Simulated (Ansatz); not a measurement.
# ZnCl: the cost of one run

Method: DFT PBE, scalar-relativistic, plane waves, PAW, in Ansatz 0.2.0.

2 further runs of the same task are left out: 1 that didn't finish, 1 set aside as unsound or not needed.

### 1 The structure to begin with

Symmetry: P-3m1, No. 164, trigonal system. Conventional cell: a = 3.847 Å, b = 3.847 Å, c = 18.000 Å, α = 90.00°, β = 90.00°, γ = 120.00°. Zn (site symmetry 3m) has 3 Cl at 2.35 Å as nearest neighbours. Cl (site symmetry 3m) is surrounded by 3 Zn at 2.35 Å.

Coordinates:

```cif
data_structure
_symmetry_space_group_name_H-M 'P-3m1'
_symmetry_Int_Tables_number 164
_cell_length_a 3.8471
_cell_length_b 3.8471
_cell_length_c 18.0000
_cell_angle_alpha 90.000
_cell_angle_beta 90.000
_cell_angle_gamma 120.000
_cell_volume 230.71
loop_
_atom_site_label
_atom_site_type_symbol
_atom_site_symmetry_multiplicity
_atom_site_Wyckoff_symbol
_atom_site_fract_x
_atom_site_fract_y
_atom_site_fract_z
_atom_site_occupancy
Zn1 Zn 2 d 0.33333 0.66667 0.44384 1
Cl1 Cl 2 d 0.66667 0.33333 0.40166 1
```

The cell is invented: species swapped into a sheet modelled on a layer of ZnN, with Cl on the N sites. Its size is a rough estimate.

It is a sheet, periodic along a and b, with vacuum along c; volumes and pressures of the box carry no meaning, and space groups named for it are those of the box.

### 2 The guess as it stands, on a coarse mesh

File input.yaml:

```yaml
crystal:
  lattice:
    - [3.84706305, 0.0, 0.0]
    - [-1.9235321, 3.3316553, 0.0]
    - [0.0, 0.0, 18.0]
  atoms:
    - { symbol: Zn, position: [0.33333333, 0.66666667, 0.44383596] }
    - { symbol: Zn, position: [0.66666667, 0.33333333, 0.55616404] }
    - { symbol: Cl, position: [0.66666667, 0.33333333, 0.40165726] }
    - { symbol: Cl, position: [0.33333333, 0.66666667, 0.59834274] }
  periodic: [true, true, false]
basis:
  ecutwfc: 420
kpoints:
  mp_grid: { grid: [6, 6, 1] }
hamiltonian:
  xc: pbe
scf:
  occupations: { method: gaussian, width: 0.1 }
  lower_state_search: "off"
output:
  forces: true
  stress: true
  eigenvalues: true
```

On the command line:

```sh
> ansatz run input.yaml --threads 1 --pin off --max-ram 2048MiB --backend cpu --events-out ev --progress --plain --runs-dir out
```

**Question.** How long does this run take on 1 thread of Intel Xeon Platinum 8488C (Sapphire Rapids), shared host, and how much memory does it need?

About 4.7 s, with a peak of 0.58 GiB.
